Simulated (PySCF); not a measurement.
# bis(trifluoromethyl)germane (C₂H₂F₆Ge): geometry, NMR shifts, spin-spin couplings, electronic excitations and core binding energies

Aim: predict the NMR shifts, spin-spin couplings, electronic excitations and core binding energies of bis(trifluoromethyl)germane (C₂H₂F₆Ge) (`F[C](F)(F)[GeH2][C](F)(F)F`).

Computed with PySCF 2.14.0, with density-fitted response routines of our own, on a single molecule in the gas phase. Atoms are numbered from 0 throughout.

## 1. Starting geometry

11 atoms, charge 0, multiplicity 1; geometry from: GFN2-xTB.

Bonds of the start (Å): F0–C1 1.34, C1–F2 1.34, C1–F3 1.34, C1–Ge4 2.02, Ge4–C5 2.01, C5–F6 1.34, C5–F7 1.34, C5–F8 1.34, Ge4–H9 1.50, Ge4–H10 1.50.

## 2. Geometry optimisation at PBE0-D3(BJ)/def2-SVP

The job: settings as JSON, then the geometry in Å.

```
{"job": {"xc": "PBE0", "basis": "def2-SVP", "d3": "d3bj", "grid": 1, "kind": "geom"}, "charge": 0, "multiplicity": 1}
F      1.943722     0.359353     1.276065
C      1.588315     0.405772    -0.014701
F      2.668728     0.060169    -0.729833
F      1.316061     1.682099    -0.310297
Ge     0.026220    -0.812236    -0.386639
C     -1.603633     0.174612     0.267812
F     -1.445436     0.628545     1.517110
F     -1.885253     1.227109    -0.510493
F     -2.690991    -0.610199     0.271091
H     -0.097193    -1.034548    -1.862600
H      0.195744    -2.072664     0.404602
```

The program printed:

```text
step   0  E = -2751.78760316  max force = 0.018144
step   1  E = -2751.78763878  max force = 0.007341
step   2  E = -2751.78864102  max force = 0.003447
step   3  E = -2751.78897411  max force = 0.001740
step   4  E = -2751.78901308  max force = 0.001107
step   5  E = -2751.78903588  max force = 0.000330
step   6  E = -2751.78905003  max force = 0.000449
optimisation converged
```

Wall time 86 s (1 thread, shared host).

Step by step:

| step | energy from step 0 (eV) | largest force component (eV/Å) |
| --- | --- | --- |
| 0 | 0.0000 | 0.9330 |
| 1 | -0.0010 | 0.3775 |
| 2 | -0.0282 | 0.1773 |
| 3 | -0.0373 | 0.0895 |
| 4 | -0.0384 | 0.0569 |
| 5 | -0.0390 | 0.0170 |
| 6 | -0.0394 | 0.0231 |

Distances of close pairs at the start and the end, largest changes first:

| bond | before (Å) | after (Å) | change (Å) |
| --- | --- | --- | --- |
| Ge4–H9 | 1.498 | 1.530 | +0.032 |
| Ge4–H10 | 1.498 | 1.530 | +0.032 |
| C1–Ge4 | 2.015 | 1.995 | -0.020 |
| Ge4–C5 | 2.015 | 1.994 | -0.020 |
| C5–F7 | 1.339 | 1.336 | -0.003 |
| F0–C1 | 1.340 | 1.336 | -0.003 |
| C1–F2 | 1.341 | 1.338 | -0.003 |
| C5–F6 | 1.339 | 1.336 | -0.002 |

The end geometry stands in the next job.

| at the end point | value |
| --- | --- |
| rotational constants (GHz, main isotopes) | 1.989, 0.789, 0.711 |
| dipole moment (D) | 2.01 |

## 3. Nuclear shieldings: PBE0/pcSseg-1

The job: settings as JSON, then the geometry in Å.

```
{"job": {"kind": "nmr", "xc": "PBE0", "basis": "pcSseg-1"}, "charge": 0, "multiplicity": 1}
F      2.120838    -0.464898     0.779965
C      1.531413    -0.424527    -0.418643
F      2.087405    -1.378126    -1.175140
F      1.823229     0.755572    -0.974886
Ge    -0.440551    -0.688202    -0.271357
C     -1.195799     0.939230     0.599584
F     -0.604063     1.192274     1.770590
F     -1.055634     2.023721    -0.167212
F     -2.504424     0.774971     0.831592
H     -1.032698    -0.814618    -1.675940
H     -0.717325    -1.899862     0.620104
```

With the program's defaults for keys left out, this is: GIAO PBE0/pcSseg-1 NMR shielding, non-relativistic, gas phase.

The program printed:

```text
coarse grid: 54520 points
cycle   1  E = -2752.0340460258  dE =  7.770e-01  |g| = 1.418e+00  |ddm| = 3.091e+00
cycle   2  E = -2751.7478938622  dE =  2.862e-01  |g| = 1.975e+00  |ddm| = 1.544e+00
cycle   3  E = -2752.2885467166  dE = -5.407e-01  |g| = 1.537e-01  |ddm| = 9.709e-01
cycle   4  E = -2752.2909906366  dE = -2.444e-03  |g| = 6.321e-02  |ddm| = 8.072e-02
cycle   5  E = -2752.2913240411  dE = -3.334e-04  |g| = 9.169e-03  |ddm| = 3.094e-02
cycle   6  E = -2752.2913343261  dE = -1.028e-05  |g| = 3.287e-03  |ddm| = 6.870e-03
cycle   7  E = -2752.2913358669  dE = -1.541e-06  |g| = 9.668e-04  |ddm| = 2.193e-03
final grid: 115824 points
cycle   8  E = -2752.2912932565  dE =  1.014e-07  |g| = 1.403e-03  |ddm| = 1.634e-03
cycle   9  E = -2752.2912929151  dE =  3.415e-07  |g| = 2.112e-03  |ddm| = 1.691e-03
cycle  10  E = -2752.2912935360  dE = -6.209e-07  |g| = 6.881e-05  |ddm| = 9.815e-04
cycle  11  E = -2752.2912935367  dE = -7.385e-10  |g| = 1.741e-05  |ddm| = 5.872e-05
converged SCF energy = -2752.2912935367

GIAO shielding tensors (ppm)
atom      isotropic    diamagn.    paramagn.     s11        s22        s33       span
  0 F      237.113     474.478    -237.365    145.426    242.178    323.735    178.309
  1 C       50.492     247.836    -197.344     47.967     48.300     55.210      7.244
  2 F      238.212     472.464    -234.252    144.379    243.762    326.494    182.115
  3 F      237.707     475.022    -237.315    145.786    244.124    323.211    177.425
  4 Ge    1506.266    2754.082   -1247.816   1478.380   1509.217   1531.202     52.822
  5 C       50.493     247.805    -197.312     47.727     48.468     55.285      7.558
  6 F      238.240     474.906    -236.667    146.669    244.505    323.545    176.877
  7 F      237.450     474.501    -237.051    146.259    243.178    322.913    176.654
  8 F      238.084     472.567    -234.483    143.420    244.109    326.724    183.304
  9 H       26.767      26.831      -0.064     20.677     22.162     37.462     16.785
 10 H       26.765      26.828      -0.063     20.710     22.126     37.459     16.749
```

Wall time 26 s (1 thread, shared host).

Shifts follow as δ = σ(reference) − σ, with reference shieldings (ppm) from runs at the same level and on the same kind of geometry: ¹H TMS 31.27, ¹³C TMS 184.4, ¹⁹F CFCl3 177.2, ⁷³Ge GeMe4 1330. The references are single molecules in the gas phase, so shifts against H2O, NH3, PH3, H3PO4 or CFCl3 are not on the usual liquid scales and can be off by tens of ppm. Atoms listed in one row are averaged.

| atoms | environment | σ (ppm) | δ (ppm) |
| --- | --- | --- | --- |
| C1, C5 | CF3 carbon | 50.5 | 133.9 |
| H9, H10 | hydrogen on a germanium bonded to 2 C | 26.77 | 4.50 |
| F0, F2, F3, F6, F7, F8 | fluorine of a CF3 group | 237.8 | -60.6 |
| Ge4 | germanium bonded to 2 C, 2 H | 1506 | -176 |

Charges from the same density, by scheme (e):

| atoms | Mulliken | IAO | Hirshfeld | ESP fit |
| --- | --- | --- | --- | --- |
| F0, F2, F3, F6, F7, F8 | -0.26 | -0.27 | -0.10 | -0.16 |
| C1, C5 | 0.53 | 0.59 | 0.18 | 0.44 |
| Ge4 | 0.40 | 0.58 | 0.31 | 0.01 |

Mayer bond orders: F0–C1 0.97, C1–F2 0.97, C1–F3 0.97, C1–Ge4 0.82, Ge4–C5 0.82, C5–F6 0.97, C5–F7 0.97, C5–F8 0.97.

## 4. Indirect couplings: B3LYP/pcSseg-1+pcJ-1

The job, as its differences from that of step 3:

```diff
@@ -1,2 +1,2 @@
-{"job": {"kind": "nmr", "xc": "PBE0", "basis": "pcSseg-1"}, "charge": 0, "multiplicity": 1}
+{"job": {"kind": "j", "xc": "B3LYP", "basis": "pcJ-1"}, "charge": 0, "multiplicity": 1}
 F      2.120838    -0.464898     0.779965
```

Method: B3LYP/pcJ-1 Ge:pcSseg-1 indirect spin-spin coupling, non-relativistic, gas phase.

The program printed:

```text
coarse grid: 54520 points
cycle   1  E = -2753.0238296854  dE =  7.392e-01  |g| = 1.515e+00  |ddm| = 3.059e+00
cycle   2  E = -2752.6127384834  dE =  4.111e-01  |g| = 2.263e+00  |ddm| = 1.674e+00
cycle   3  E = -2753.2986319494  dE = -6.859e-01  |g| = 1.879e-01  |ddm| = 1.091e+00
cycle   4  E = -2753.3020666880  dE = -3.435e-03  |g| = 7.936e-02  |ddm| = 9.904e-02
cycle   5  E = -2753.3026018624  dE = -5.352e-04  |g| = 1.141e-02  |ddm| = 3.968e-02
cycle   6  E = -2753.3026178023  dE = -1.594e-05  |g| = 4.472e-03  |ddm| = 8.881e-03
cycle   7  E = -2753.3026204797  dE = -2.677e-06  |g| = 1.044e-03  |ddm| = 2.599e-03
final grid: 115824 points
cycle   8  E = -2753.3026107074  dE =  8.720e-08  |g| = 1.566e-03  |ddm| = 2.255e-03
cycle   9  E = -2753.3026102097  dE =  4.977e-07  |g| = 2.505e-03  |ddm| = 1.986e-03
cycle  10  E = -2753.3026110484  dE = -8.387e-07  |g| = 1.120e-04  |ddm| = 1.149e-03
cycle  11  E = -2753.3026110506  dE = -2.203e-09  |g| = 2.762e-05  |ddm| = 1.031e-04
cycle  12  E = -2753.3026110506  dE = -7.822e-11  |g| = 2.838e-06  |ddm| = 1.348e-05
converged SCF energy = -2753.3026110506

Indirect spin-spin couplings (Hz)
  i      j    bonds     total        FC       PSO       DSO        SD
  0 F    1 C    1   -397.144  -370.644   -36.409     1.702     8.208
  0 F    2 F    2     79.996    25.655    -7.109     0.117    61.334
  0 F    3 F    2     72.240    24.383   -12.168     0.214    59.810
  0 F    5 C    3     -0.925    -1.073    -0.010     0.109     0.050
  0 F    6 F    4      1.086     2.156    -2.436     1.004     0.362
  0 F    7 F    4      2.724     0.400     2.099    -0.421     0.646
  0 F    8 F    4      2.450     3.594     0.626    -1.092    -0.679
  0 F    9 H    3     26.831    28.686     1.058    -3.028     0.115
  0 F   10 H    3     -3.370    -3.326    -0.021     0.197    -0.220
  1 C    2 F    1   -395.539  -370.285   -35.399     1.675     8.469
  1 C    3 F    1   -396.370  -370.311   -36.103     1.711     8.332
  1 C    6 F    3     -2.326    -2.513    -0.112     0.207     0.092
  1 C    7 F    3     -1.299    -1.456    -0.029     0.125     0.062
  1 C    8 F    3     19.288    19.820     0.231    -0.366    -0.396
  1 C    9 H    2     12.888    13.295    -0.204    -0.203         -
  1 C   10 H    2     12.991    13.399    -0.203    -0.204         -
  2 F    3 F    2     83.661    26.049    -4.398     0.139    61.871
  2 F    5 C    3     18.493    19.026     0.226    -0.361    -0.398
  2 F    6 F    4      1.472     1.939     0.984    -1.151    -0.301
  2 F    7 F    4      2.064     3.258     0.365    -1.039    -0.520
  2 F    8 F    4     15.849    12.496     1.924    -1.548     2.978
  2 F    9 H    3     -3.419    -3.307     0.086     0.044    -0.242
  2 F   10 H    3     -2.517    -2.178     0.388    -0.550    -0.177
  3 F    5 C    3     -2.591    -2.784    -0.141     0.234     0.100
  3 F    6 F    4      1.143     0.095     1.447     0.256    -0.655
  3 F    7 F    4      2.110     3.315    -2.863     1.124     0.533
  3 F    8 F    4      1.114     1.483     0.937    -1.122    -0.185
  3 F    9 H    3     -3.032    -2.789     0.277    -0.356    -0.164
  3 F   10 H    3     26.425    28.267     1.058    -3.014     0.113
  5 C    6 F    1   -396.813  -370.544   -36.231     1.709     8.254
  5 C    7 F    1   -397.780  -370.952   -36.642     1.705     8.108
  5 C    8 F    1   -393.738  -369.072   -34.990     1.680     8.644
  5 C    9 H    2     12.741    13.143    -0.206    -0.196         -
  5 C   10 H    2     12.689    13.093    -0.206    -0.199         -
  6 F    7 F    2     70.186    24.709   -14.137     0.210    59.404
  6 F    8 F    2     84.282    25.014    -2.918     0.133    62.053
  6 F    9 H    3     26.667    28.514     1.054    -3.020     0.119
  6 F   10 H    3     -3.304    -3.126     0.225    -0.225    -0.177
  7 F    8 F    2     81.481    25.970    -6.147     0.128    61.530
  7 F    9 H    3     -3.416    -3.356     0.054     0.097    -0.211
  7 F   10 H    3     26.152    27.997     1.063    -3.028     0.120
  8 F    9 H    3     -3.021    -2.742     0.308    -0.377    -0.209
  8 F   10 H    3     -3.376    -3.225     0.134    -0.042    -0.242
  9 H   10 H    2     16.656    20.406     0.901    -4.651         -
```

Wall time 2.2 min (1 thread, shared host).

A choice of the couplings up to four bonds, sorted by the number of bonds, with means over like pairs; isotopes 13C, 19F, 1H:

| pair | bonds | J (Hz) | Fermi contact (Hz) |
| --- | --- | --- | --- |
| F0–C1 | 1 | -396.2 | -370.3 |
| F0–F2 | 2 | 78.6 | 25.3 |
| H9–H10 | 2 | 16.7 | 20.4 |
| C1–H9 | 2 | 12.8 | 13.2 |
| F0–H9 | 3 | 6.7 | 7.5 |
| F0–C5 | 3 | 5.1 | 5.2 |
| F0–F6 | 4 | 3.3 | 3.2 |

The spin-dipole term was solved for some atoms only; pairs without it lack that part.

The response was solved for the nuclei of F, H alone, so couplings that need other nuclei can be missing.

Quadrupole couplings from the field gradients of the same density:

| atom | isotope | eQq/h (MHz) | η |
| --- | --- | --- | --- |
| Ge4 | 73Ge | 29.6 | 0.72 |

Joined with the shifts from before (PBE0/pcSseg-1, unscaled), the couplings predict the line list below for 600 MHz.

¹H NMR δ 4.50 (sept, J = 6.7 Hz, 2H). The letters are first-order; like nuclei with unlike couplings give more lines.

(Part 1 of 2 ends here.)
